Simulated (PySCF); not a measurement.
**Ho⁺: excitation energy in x2c-TZVPPall plus 1 even-tempered diffuse shell per l**

Aim: the excitation energy of holmium from differences of total energies, at each level of theory, and how far each lands from the tabulated value where there is one.

Program: PySCF 2.14.0. Level of theory: unrestricted determinants in a Gaussian basis, no spin-orbit coupling in the energies. These are calculated values, not measurements, unless marked.

### Step 1. The system

```
Element                                   : holmium (Z = 67)
Basis                                     : x2c-TZVPPall with one added diffuse shell each of s, p, d, f type (12s8p8d5f2g, 129 functions)
Hamiltonian                               : the spin-free X2C one-electron Hamiltonian (Gaussian nucleus)
State 1                                   : Ho⁺: [Xe] 4f10 6s1 7s1, one real determinant (an excited configuration)
Needed too, but not shown                 : Ho⁺ [Xe] 4f11 6s1 (high-spin determinant)
Methods                                   : UHF, LDA, PBE, PBE0, r2SCAN, MP2
Core shells frozen in the correlated runs : valence: [Kr] 4d10; valence and next inner shell: [Ar] 3d10 (for Ho⁺)
```

The outer shells:

Ho+ [Xe] 4f10 6s1 7s1
```
[Xe] core
4f [↑↓][↑↓][↑↓][↑ ][↑ ][↑ ][↑ ]
6s [↑ ]
7s [↑ ]
```

The runs were made by one driver on top of PySCF. The scripts below sum up each run's settings (the driver also hands on starting orbitals that pick excited configurations, and frozen orbitals as a list rather than a count), and the logs come from the driver's own runs. The driver starts from symmetry-adapted Hartree-Fock orbitals, holds the occupation by maximum overlap and uses a logarithmic radial grid for functionals, so a plain start would take other cycles.

The integrals over 129 functions and the set-up took 32 s of CPU time.

### Step 2. Ho⁺ [Xe] 4f10 6s1 7s1: the ladder of methods

Level: UHF.

Contents of input.py:

```python
from pyscf import gto, scf, dft, mp, cc
import basis_set_exchange as bse
mol = gto.M(atom="Ho 0 0 0", charge=1, spin=6, symmetry="D2h",
            basis=gto.basis.parse(bse.get_basis("x2c-TZVPPall", elements=["Ho"], fmt="nwchem", augment_diffuse=1)),
            nucmod="G")
mf = scf.UHF(mol).sfx2c1e()
mf.irrep_nelec = {'Ag': (11, 9), 'B1g': (2, 2), 'B2g': (2, 2), 'B3g': (2, 2), 'Au': (1, 0), 'B1u': (6, 4), 'B2u': (6, 6), 'B3u': (6, 5)}
mf.kernel()
```

Level: LDA.

input.py differs from the last one in:

```diff
@@ -5,3 +5,3 @@
             nucmod="G")
-mf = scf.UHF(mol).sfx2c1e()
+mf = dft.UKS(mol, xc="LDA,VWN").sfx2c1e()
 mf.irrep_nelec = {'Ag': (11, 9), 'B1g': (2, 2), 'B2g': (2, 2), 'B3g': (2, 2), 'Au': (1, 0), 'B1u': (6, 4), 'B2u': (6, 6), 'B3u': (6, 5)}
```

Level: PBE.

input.py differs from the last one in:

```diff
@@ -5,3 +5,3 @@
             nucmod="G")
-mf = dft.UKS(mol, xc="LDA,VWN").sfx2c1e()
+mf = dft.UKS(mol, xc="PBE").sfx2c1e()
 mf.irrep_nelec = {'Ag': (11, 9), 'B1g': (2, 2), 'B2g': (2, 2), 'B3g': (2, 2), 'Au': (1, 0), 'B1u': (6, 4), 'B2u': (6, 6), 'B3u': (6, 5)}
```

Level: PBE0.

input.py differs from the last one in:

```diff
@@ -5,3 +5,3 @@
             nucmod="G")
-mf = dft.UKS(mol, xc="PBE").sfx2c1e()
+mf = dft.UKS(mol, xc="PBE0").sfx2c1e()
 mf.irrep_nelec = {'Ag': (11, 9), 'B1g': (2, 2), 'B2g': (2, 2), 'B3g': (2, 2), 'Au': (1, 0), 'B1u': (6, 4), 'B2u': (6, 6), 'B3u': (6, 5)}
```

Level: r2SCAN.

input.py differs from the last one in:

```diff
@@ -5,3 +5,3 @@
             nucmod="G")
-mf = dft.UKS(mol, xc="PBE0").sfx2c1e()
+mf = dft.UKS(mol, xc="R2SCAN").sfx2c1e()
 mf.irrep_nelec = {'Ag': (11, 9), 'B1g': (2, 2), 'B2g': (2, 2), 'B3g': (2, 2), 'Au': (1, 0), 'B1u': (6, 4), 'B2u': (6, 6), 'B3u': (6, 5)}
```

Level: MP2 (valence).

input.py differs from the last one in:

```diff
@@ -5,4 +5,5 @@
             nucmod="G")
-mf = dft.UKS(mol, xc="R2SCAN").sfx2c1e()
+mf = scf.UHF(mol).sfx2c1e()
 mf.irrep_nelec = {'Ag': (11, 9), 'B1g': (2, 2), 'B2g': (2, 2), 'B3g': (2, 2), 'Au': (1, 0), 'B1u': (6, 4), 'B2u': (6, 6), 'B3u': (6, 5)}
 mf.kernel()
+mp.UMP2(mf, frozen=23).kernel()
```

Level: MP2 (valence and next inner shell).

input.py differs from the last one in:

```diff
@@ -8,2 +8,2 @@
 mf.kernel()
-mp.UMP2(mf, frozen=23).kernel()
+mp.UMP2(mf, frozen=14).kernel()
```

**Question.** What will these runs give?

**Answer**, as computed:

| quantity | value |
| --- | --- |
| excitation energy, Ho⁺ → [Xe] 4f10 6s1 7s1 | UHF 4.722, MP2 (valence and next inner shell) 9.703 eV |

What this shows: The methods span 5.655 eV, from UHF (4.722) to LDA (10.377). No reference value is at hand in this session. All values hold for this basis alone; no basis-set limit was taken.
